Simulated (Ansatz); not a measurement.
# AsH4NS: a ladder of functionals and wavefunction methods

The task here is to estimate one member of a computed series from the others.

The runs use Ansatz 0.2.0, Gaussian basis; functionals in def2-TZVPP, the program's frozen cores in correlated methods.

Levels to be run: LDA (SPW92), PBE-D4, revPBE-D4, BLYP-D4, r2SCAN-D4, B97M-V, PBE0-D4, B3LYP-D4, r2SCANh-D4, r2SCAN0-D4, HSE06-D4, BHLYP-D4, CAM-B3LYP-D4, LC-ωPBE, ωB97X-V, ωB97M-V, B2PLYP, PBE-QIDH; CCSD(T)/def2-SVP; CCSD(T)/def2-TZVPP; MP2/def2-QZVPP; extrapolation to the limit; RPA on PBE.

## The geometry

An earlier PBE0-D4 in a triple-zeta def2 set relaxation fixed the geometry.

SMILES `N[AsH]S`, 7 atoms, charge 0, spin multiplicity 1.

Atoms are counted from 1 here; the program's logs count them from 0.

Bond lengths: N1–As2 1.838 Å, N1–H4 1.010 Å, N1–H5 1.009 Å, As2–S3 2.243 Å, As2–H6 1.531 Å, S3–H7 1.342 Å. Angles: As2–N1–H4 112.6°, As2–N1–H5 117.5°, H4–N1–H5 111.1°, N1–As2–S3 101.0°, N1–As2–H6 99.7°, S3–As2–H6 89.0°, As2–S3–H7 94.5°.

Set-up of the first run:

File in.yaml:

```yaml
crystal:
  periodic: [false, false, false]
  atoms:
    - {symbol: N, position_ang: [-0.978855, 0.121080, -0.739088]}
    - {symbol: As, position_ang: [-0.169745, -0.044323, 0.903003]}
    - {symbol: S, position_ang: [1.924643, -0.569287, 0.296651]}
    - {symbol: H, position_ang: [-1.978643, -0.013166, -0.695224]}
    - {symbol: H, position_ang: [-0.744493, 0.930199, -1.294716]}
    - {symbol: H, position_ang: [0.283377, 1.402239, 1.114981]}
    - {symbol: H, position_ang: [1.724916, -1.894841, 0.368692]}
basis:
  gaussian: {orbitals: def2-TZVPP}
hamiltonian: {xc: lda}
output: {orbitals: {seedname: orbitals}}
```

The run is started by

```sh
$ ansatz run in.yaml --threads 2 --pin off --events-out ev --progress --plain --max-ram 4352MiB
```

Among the steps run: LDA; PBE-D4 (GGA); revPBE-D4 (GGA); BLYP-D4 (GGA); r2SCAN-D4 (meta-GGA); B97M-V (meta-GGA); PBE0-D4 (hybrid); B3LYP-D4 (hybrid); r2SCANh-D4 (hybrid); r2SCAN0-D4 (hybrid); HSE06-D4 (hybrid); BHLYP-D4 (hybrid); CAM-B3LYP-D4 (range-separated); LC-ωPBE (range-separated); ωB97X-V (range-separated); ωB97M-V (range-separated); B2PLYP (double hybrid); PBE-QIDH (double hybrid).

One table of the session follows, with a row left open; its other results are not shown here.

It belongs to the step «Frontier levels by functional». 

| functional | HOMO (eV) | gap (eV) |
| --- | --- | --- |
| LDA (SPW92) | -5.99 | 4.64 |
| PBE-D4 | -5.88 | 4.75 |
| revPBE-D4 | -5.83 | 4.79 |
| BLYP-D4 | -5.71 | 4.69 |
| r2SCAN-D4 | -6.15 | 5.22 |
| B97M-V | ? | ? |
| PBE0-D4 | -7.06 | 6.79 |
| B3LYP-D4 | -6.82 | 6.32 |
| r2SCANh-D4 | -6.58 | 5.96 |
| r2SCAN0-D4 | -7.23 | 7.07 |
| HSE06-D4 | -6.66 | 6.01 |
| BHLYP-D4 | -8.08 | 8.73 |
| CAM-B3LYP-D4 | -8.34 | 9.09 |
| LC-ωPBE | -9.70 | 11.59 |
| ωB97X-V | -9.35 | 11.14 |
| ωB97M-V | -9.20 | 10.81 |

**Question.** Estimate the row for B97M-V.

As computed: HOMO (eV): -6.23; gap (eV): 5.38. In the column «HOMO (eV)» it lies between r2SCANh-D4 (-6.58) and r2SCAN-D4 (-6.15).
